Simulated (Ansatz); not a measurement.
# C₂HCl₂F₃: up Jacob's ladder to CCSD(T)

The task here is to estimate one member of a computed series from the others.

The runs use Ansatz 0.2.0, Gaussian basis; functionals in def2-TZVPP, the program's frozen cores in correlated methods.

The runs, in order: LDA (SPW92), PBE-D4, revPBE-D4, BLYP-D4, r2SCAN-D4, B97M-V, PBE0-D4, B3LYP-D4, r2SCANh-D4, r2SCAN0-D4, HSE06-D4, BHLYP-D4, CAM-B3LYP-D4, LC-ωPBE, ωB97X-V, ωB97M-V, B2PLYP, PBE-QIDH; CCSD(T)/def2-SVP; CCSD(T)/def2-TZVPP; MP2/def2-QZVPP; extrapolation to the limit; RPA on PBE.

**The relaxed structure**

An earlier PBE0-D4 in a triple-zeta def2 set relaxation fixed the geometry.

SMILES `FC(F)(F)C(Cl)Cl`, 8 atoms, charge 0, spin multiplicity 1.

Atoms are counted from 1 here; the program's logs count them from 0.

Bond lengths: F1–C2 1.332 Å, C2–F3 1.332 Å, C2–F4 1.325 Å, C2–C5 1.533 Å, C5–Cl6 1.757 Å, C5–Cl7 1.757 Å, C5–H8 1.088 Å. Angles: F1–C2–F3 107.8°, F1–C2–F4 108.6°, F1–C2–C5 109.7°, F3–C2–F4 108.6°, F3–C2–C5 109.7°, F4–C2–C5 112.5°, C2–C5–Cl6 110.2°, C2–C5–Cl7 110.2°, C2–C5–H8 107.9°, Cl6–C5–Cl7 112.2°, Cl6–C5–H8 108.1°, Cl7–C5–H8 108.1°.

As a file:

```xyz
8

F    -0.2190   -1.3348    1.1571
C     0.1798   -0.7651    0.0205
F     1.4917   -0.9664   -0.0966
F    -0.4307   -1.3667   -0.9893
C    -0.1097    0.7395    0.0676
Cl   -1.8269    1.0186    0.3100
Cl    0.4905    1.5176   -1.3883
H     0.4242    1.1571    0.9188
```

Set-up of the first run:

File in.yaml:

```yaml
crystal:
  periodic: [false, false, false]
  atoms:
    - {symbol: F, position_ang: [-0.219016, -1.334750, 1.157113]}
    - {symbol: C, position_ang: [0.179787, -0.765065, 0.020535]}
    - {symbol: F, position_ang: [1.491717, -0.966376, -0.096562]}
    - {symbol: F, position_ang: [-0.430683, -1.366686, -0.989279]}
    - {symbol: C, position_ang: [-0.109666, 0.739518, 0.067645]}
    - {symbol: Cl, position_ang: [-1.826914, 1.018605, 0.310040]}
    - {symbol: Cl, position_ang: [0.490537, 1.517624, -1.388344]}
    - {symbol: H, position_ang: [0.424229, 1.157119, 0.918844]}
basis:
  gaussian: {orbitals: def2-TZVPP}
hamiltonian: {xc: lda}
output: {orbitals: {seedname: orbitals}}
```

The run is started by

```sh
$ ansatz run in.yaml --threads 4 --pin off --events-out ev --progress --plain --max-ram 10444MiB
```

Among the steps run: LDA; PBE-D4 (GGA); revPBE-D4 (GGA); BLYP-D4 (GGA); r2SCAN-D4 (meta-GGA); B97M-V (meta-GGA); B3LYP-D4 (hybrid); r2SCANh-D4 (hybrid); r2SCAN0-D4 (hybrid); HSE06-D4 (hybrid); BHLYP-D4 (hybrid); CAM-B3LYP-D4 (range-separated); LC-ωPBE (range-separated); ωB97X-V (range-separated); ωB97M-V (range-separated); B2PLYP (double hybrid); PBE-QIDH (double hybrid).

One of the session's tables, all rows but one given; the rest of the session is left out.

It belongs to the step «Frontier levels by functional». 

```
  functional  HOMO (eV)  gap (eV)
 LDA (SPW92)      -7.97      6.21
      PBE-D4      -7.81      6.29
   revPBE-D4      -7.74      6.32
     BLYP-D4      -7.65      6.23
   r2SCAN-D4      -8.18      6.83
      B97M-V      -8.29      7.06
     PBE0-D4      -9.28      8.87
    B3LYP-D4      -9.00      8.30
  r2SCANh-D4      -8.72      7.79
  r2SCAN0-D4      -9.53      9.21
    HSE06-D4      -8.87      8.07
    BHLYP-D4     -10.60     11.38
CAM-B3LYP-D4     -10.68     11.47
     LC-ωPBE     -12.13     14.25
     ωB97X-V          ?         ?
     ωB97M-V     -11.55     13.39
```

Q: Estimate the row for ωB97X-V from the others.

**Answer.** HOMO (eV): -11.73; gap (eV): 13.69. In the column «HOMO (eV)» it lies between LC-ωPBE (-12.13) and ωB97M-V (-11.55).
